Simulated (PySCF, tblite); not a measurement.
# C₅H₈O₂Si: geometry, infrared bands and NMR shifts

What infrared bands and NMR shifts should C₅H₈O₂Si (`C=C1CO[SiH2]C(=C)O1`) show?

Programs: tblite 0.8.0 and PySCF 2.14.0, with density-fitted response routines of our own. Each step states its level of theory. These are calculated values for one molecule in the gas phase, unless marked as measured. Atoms are numbered from 0 throughout.

### Step 1. Starting geometry

16 atoms, charge 0, multiplicity 1; geometry from: force field or distance geometry start.

Bonds of the start (Å): C0–C1 1.34, C1–C2 1.47, C2–O3 1.41, O3–Si4 1.74, Si4–C5 1.84, C5–C6 1.31, C5–O7 1.40, O7–C1 1.39, C0–H8 1.08, C0–H9 1.09, C2–H10 1.11, C2–H11 1.12, Si4–H12 1.47, Si4–H13 1.46, C6–H14 1.08, C6–H15 1.10.

### Step 2. Relaxing the molecule with GFN2-xTB

What the job is given:

```
{"job": {"kind": "relax", "xc": "GFN2-xTB", "basis": "xTB"}, "charge": 0, "multiplicity": 1}
C      2.423700    -0.917900     0.042600
C      1.223400    -0.316200     0.035400
C      1.091300     1.144300    -0.031100
O      0.356200     1.690800     1.040100
Si    -1.264100     1.134600     0.760800
C     -1.150000    -0.640700     0.305100
C     -2.192000    -1.425800     0.145900
O      0.130900    -1.175400     0.131800
H      2.548700    -1.990800     0.102100
H      3.317500    -0.293700    -0.014900
H      2.082300     1.652600     0.017800
H      0.530900     1.429300    -0.953600
H     -1.706200     1.890000    -0.421000
H     -2.116800     1.362100     1.919700
H     -2.055800    -2.466000    -0.113200
H     -3.227600    -1.068400     0.288600
```

The run is started by

```
> OMP_NUM_THREADS=1 python probes_run.py task.json out
```

The driver reads the jobs from task.json and runs them one after another.

**Question.** This job is followed by: GFN2-xTB harmonic vibrations, gas phase; GIAO PBE0/pcSseg-1 NMR shielding, non-relativistic, gas phase. Predict these results of the whole session: strongest single infrared mode (GFN2-xTB); zero-point energy (GFN2-xTB); 13C shifts against TMS (PBE0/pcSseg-1); 1H shifts against TMS (PBE0/pcSseg-1, means over atoms taken as alike); 17O shifts against H2O (PBE0/pcSseg-1); 29Si shifts against TMS (PBE0/pcSseg-1).

**Answer**, as computed:

| quantity | value |
| --- | --- |
| strongest single infrared mode (GFN2-xTB) | 2267 cm⁻¹, 341 km/mol |
| zero-point energy (GFN2-xTB) | 72.5 kcal/mol |
| 13C shifts against TMS (PBE0/pcSseg-1) | 163.2, 161.9, 112.6, 98.1, 66.5 ppm |
| 1H shifts against TMS (PBE0/pcSseg-1, means over atoms taken as alike) | 5.71, 5.19, 4.81, 4.74, 4.49, 4.47 ppm |
| 17O shifts against H2O (PBE0/pcSseg-1) | 218.3, 7.4 ppm |
| 29Si shifts against TMS (PBE0/pcSseg-1) | -33.1 ppm |

What this shows: The optimisation took 97 steps and gained 0.523 eV; among the close pairs (by a distance rule), O3–Si4 changed most, from 1.736 to 1.630 Å. No mode is imaginary among the 42: a minimum at this level. The strongest single mode, at 2267 cm⁻¹, moves mainly H12. GFN2-xTB is a fitted tight-binding method: band positions and strengths are rough. Its intensities can rank the bands wrongly.
